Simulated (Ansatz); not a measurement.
# C3H7AlGe: small, medium and large basis sets

Aim: see how fast density functionals converge with the basis set for C3H7AlGe.

Computed with Ansatz 0.2.0, Gaussian basis. Level: one geometry, several basis sets.

Levels to be run: PBE0-D4/def2-SVP; ωB97M-V/def2-SVP; PBE0-D4/def2-QZVPP; ωB97M-V/def2-QZVPP; the functionals' def2-TZVPP values are taken from earlier runs.

### 1 Structure used throughout

The geometry comes from an earlier relaxation with PBE0-D4 in a triple-zeta def2 set; it is a stationary point, not always the lowest conformer.

SMILES `[AlH2][GeH]1[CH]=C[CH2]1`, 12 atoms, charge 0, spin multiplicity 1.

Atoms are counted from 1 here; the program's logs count them from 0.

Bond lengths: Al1–Ge2 2.479 Å, Al1–H6 1.589 Å, Al1–H7 1.589 Å, Ge2–C3 1.962 Å, Ge2–C5 2.006 Å, Ge2–H8 1.549 Å, C3–C4 1.339 Å, C3–H9 1.084 Å, C4–C5 1.508 Å, C4–H10 1.092 Å, C5–H11 1.093 Å, C5–H12 1.092 Å. Angles: Ge2–Al1–H6 120.8°, Ge2–Al1–H7 120.0°, H6–Al1–H7 119.1°, Al1–Ge2–C3 115.3°, Al1–Ge2–C5 118.8°, Al1–Ge2–H8 115.1°, C3–Ge2–C5 71.9°, C3–Ge2–H8 114.7°, C5–Ge2–H8 114.2°, Ge2–C3–C4 92.4°, Ge2–C3–H9 140.0°, C4–C3–H9 127.5°, C3–C4–C5 109.7°, C3–C4–H10 126.3°, C5–C4–H10 124.0°, Ge2–C5–C4 85.9°, Ge2–C5–H11 114.7°, Ge2–C5–H12 117.4° and more.

### 2 PBE0-D4 in def2-SVP

Contents of in.yaml:

```yaml
crystal:
  periodic: [false, false, false]
  atoms:
    - {symbol: Al, position_ang: [-0.191900, 1.685953, 1.988437]}
    - {symbol: Ge, position_ang: [-0.845168, 0.010639, 0.281795]}
    - {symbol: C, position_ang: [-0.160877, 0.345250, -1.526605]}
    - {symbol: C, position_ang: [0.644914, -0.722788, -1.480499]}
    - {symbol: C, position_ang: [0.446203, -1.454136, -0.176655]}
    - {symbol: H, position_ang: [-1.045744, 3.009624, 2.199465]}
    - {symbol: H, position_ang: [1.132853, 1.478006, 2.841235]}
    - {symbol: H, position_ang: [-2.325284, -0.443810, 0.339435]}
    - {symbol: H, position_ang: [-0.258530, 1.064528, -2.331243]}
    - {symbol: H, position_ang: [1.344637, -1.038931, -2.256286]}
    - {symbol: H, position_ang: [-0.005752, -2.442692, -0.287202]}
    - {symbol: H, position_ang: [1.341547, -1.546742, 0.442123]}
basis:
  gaussian: {orbitals: def2-SVP}
hamiltonian: {xc: pbe0, dispersion: d4}
output: {orbitals: {seedname: orbitals}}
```

The runs that follow: ωB97M-V in def2-SVP; PBE0-D4 in def2-QZVPP; ωB97M-V in def2-QZVPP.

Before running them: what should the planned runs give, taken together? Wanted: PBE0-D4: double and triple zeta above quadruple; ωB97M-V: double and triple zeta above quadruple.

**Answer**, as computed:

| quantity | value |
| --- | --- |
| PBE0-D4: double and triple zeta above quadruple | 14.48, 1.58 eV |
| ωB97M-V: double and triple zeta above quadruple | 14.60, 1.54 eV |

**Reading.** For PBE0-D4 the step from double to triple zeta gains 12.90 eV and the next only 1.58 eV. These are total energies; as a rule much of such shifts cancels in differences, which this series doesn't test.
